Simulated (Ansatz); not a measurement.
**CH3AlN2: two geometries relaxed**

Method: UKS PBE/6-31G, in Ansatz 0.2.0.

### Step 1. The starting structure

Bond lengths: N1–C2 1.146 Å, C2–N3 1.329 Å, N3–Al4 1.813 Å, N3–H5 1.022 Å, Al4–H6 1.536 Å, Al4–H7 1.533 Å. Angles: N1–C2–N3 179.3°, C2–N3–Al4 129.7°, C2–N3–H5 110.7°, Al4–N3–H5 119.6°, N3–Al4–H6 123.9°, N3–Al4–H7 115.3°, H6–Al4–H7 120.8°.

Structure file:

```xyz
7

N    -0.8026   -2.0732    1.5288
C    -0.2182   -1.3131    0.9016
N     0.4461   -0.4231    0.1723
Al   -0.1542    1.0717   -0.6600
H     1.4348   -0.6733    0.1095
H    -1.6136    1.5498   -0.6173
H     0.9077    1.8612   -1.4348
```

### Step 2. End point A

input.yaml

```yaml
crystal:
  periodic: [false, false, false]
  atoms:
    - { symbol: "N", position_ang: [-0.80265, -2.07323, 1.52876] }
    - { symbol: C, position_ang: [-0.21818, -1.31307, 0.90156] }
    - { symbol: "N", position_ang: [0.44615, -0.42307, 0.17228] }
    - { symbol: Al, position_ang: [-0.15419, 1.07172, -0.65999] }
    - { symbol: H, position_ang: [1.4348, -0.67331, 0.10949] }
    - { symbol: H, position_ang: [-1.6136, 1.54976, -0.61733] }
    - { symbol: H, position_ang: [0.90767, 1.86119, -1.43477] }
magnetization:
  spin_polarized: true
basis:
  gaussian: { orbitals: "6-31G" }
hamiltonian:
  xc: pbe
relax:
  f_tol: 0.02
  max_steps: 50
```

Command:

```bash
$ ansatz run input.yaml --threads 1 --pin off --max-ram 2048MiB --backend cpu --events-out ev --progress --plain --runs-dir out
```

What time and memory should one allow on 1 thread of Arm Neoverse V1, shared host?

About 23 s, with a peak of 0.14 GiB.
